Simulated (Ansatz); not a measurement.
# CdF2: one crystal by all-electron and frozen-core methods

The same cell of CdF2 is computed with LAPW, all electrons, frozen-core PAW and datasets made for this crystal, to set the results side by side.

Method: DFT PBE, scalar-relativistic, in Ansatz 0.2.0.

1 further run of the same task is left out (set aside as unsound or not needed).

## Step 1: The structure to begin with

It takes space group Fm-3m (No. 225, cubic). The conventional cell has a = 5.481 Å, b = 5.481 Å, c = 5.481 Å, α = 90.00°, β = 90.00°, γ = 90.00°. Cd (site symmetry m-3m) is surrounded by 8 F at 2.37 Å. F (site symmetry -43m) has 4 Cd at 2.37 Å as nearest neighbours.

Coordinates:

```xyz
3
Lattice="0.0000 2.7407 2.7407 2.7407 0.0000 2.7407 2.7407 2.7407 0.0000" Properties=species:S:1:pos:R:3 pbc="T T T"
Cd    0.0000    0.0000    0.0000
F     1.3704    1.3704    1.3704
F     4.1111    4.1111    4.1111
```

The cell was relaxed by PAW from a hypothetical start (fluorite type); it needn't be the stable phase of this composition.

Atoms are numbered in the order of the input: Cd1, F2, F3.

## Step 2: LAPW, all electrons

input.yaml

```yaml
crystal:
  lattice:
    - [0.0, 2.7407197213, 2.7407197213]
    - [2.7407197213, 0.0, 2.7407197213]
    - [2.7407197213, 2.7407197213, 0.0]
  atoms:
    - { symbol: Cd, position: [0.0, 0.0, 0.0] }
    - { symbol: F, position: [0.25, 0.25, 0.25] }
    - { symbol: F, position: [0.75, 0.75, 0.75] }
kpoints:
  mp_grid: { grid: [11, 11, 11] }
  band_path:
    path:
      - [0.0, 0.0, 0.0]
      - [0.5, 0.0, 0.5]
      - [0.625, 0.25, 0.625]
      - [0.375, 0.375, 0.75]
      - [0.0, 0.0, 0.0]
      - [0.5, 0.5, 0.5]
      - [0.5, 0.25, 0.75]
      - [0.5, 0.0, 0.5]
    npoints: 8
scf:
  occupations: { method: fermi_dirac, width: 0.05 }
hamiltonian:
  xc: pbe
  pseudopotentials: { kind: all_electron, lapw: { basis_error: 0.001 } }
output:
  forces: true
  stress: true
  eigenvalues: true
  fatbands: true
  populations: true
  dos: { projected: true, de: 0.2, e_range: [-14, 8] }
```

## Step 3: Frozen-core PAW

input.yaml, as its differences from that of step 2:

```diff
@@ -26,3 +26,3 @@
   xc: pbe
-  pseudopotentials: { kind: all_electron, lapw: { basis_error: 0.001 } }
+  pseudopotentials: { kind: paw }
 output:
@@ -31,4 +31,5 @@
   eigenvalues: true
-  fatbands: true
+  efg: { contact_densities: true }
   populations: true
+  bader: true
   dos: { projected: true, de: 0.2, e_range: [-14, 8] }
```

## Step 4: Datasets made for this crystal

input.yaml, as its differences from that of step 3:

```diff
@@ -26,3 +26,3 @@
   xc: pbe
-  pseudopotentials: { kind: paw }
+  pseudopotentials: { kind: all_electron, datasets: crystal }
 output:
@@ -32,4 +32 @@
   efg: { contact_densities: true }
-  populations: true
-  bader: true
-  dos: { projected: true, de: 0.2, e_range: [-14, 8] }
```

(Steps that only read results are left out.)

What does the calculation give? Wanted: pressure; gap; Bader charges.

**Answer**, as computed:

| quantity | value |
| --- | --- |
| pressure | LAPW -0.03, PAW 0.00, crystal datasets -0.03 GPa |
| gap (LAPW) | 2.91 eV, indirect from W to Γ |
| Bader charges (PAW) | Cd1 +1.48, F2 -0.74 e |

What this shows: The pressure is within half a GPa of zero, so the volume is close to equilibrium at this level. A gap opens: 2.91 eV, indirect from W to Γ. It is the Kohn-Sham gap of a semilocal functional, which mostly lies below the gap found in experiment. F 2p states make 90 % of the projected weight in the top eV of the valence band. The projection holds only the free atom's occupied shells (Cd 5s, Cd 4d, F 2p in this range). PAW lies +0.04 GPa from LAPW in pressure and less than 0.01 eV in the gap. The price, with the outputs that each input asks for: 32 s for LAPW against 18 s for PAW, about 1.7 to one.
